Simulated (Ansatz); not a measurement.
Crystal: Ta3N.

```
Ta N
1.0
     3.03222    0.00000    0.00000
    -1.51611    2.62598    0.00000
     0.00000    0.00000    7.52414
Ta N
3 1
Direct
  0.66667 0.33333 0.82607
  0.33333 0.66667 0.17393
  0.00000 0.00000 0.50000
  0.00000 0.00000 0.00000
```

The cell comes from a database or a generator and needn't be the stable form of this composition.

Base run:

- Program: Ansatz 0.2.0
- Functional: PBEsol
- Potentials or basis: all-electron LAPW, scalar-relativistic
- Cutoff: 336 eV (chosen from the basis error)
- Basis error allowed: 0.002 eV/atom
- k mesh: 8 × 8 × 3
- Occupations: fermi-dirac, width 0.05 eV
- Spin: no spin polarisation

Its results: pressure -8.2 GPa; largest force 0.417 eV/Å.

Task: The run is repeated on the same cell with these changes: k mesh from 8 × 8 × 3 to 6 × 6 × 2; occupations from fermi-dirac, width 0.05 eV to fermi-dirac, width 0.03 eV. What comes out?

Result: Pressure -7.3 GPa; largest force 0.334 eV/Å.

Caveats: some runs use coarse meshes; the k mesh is thin for a metal, which can move the energy by tens of meV per atom.
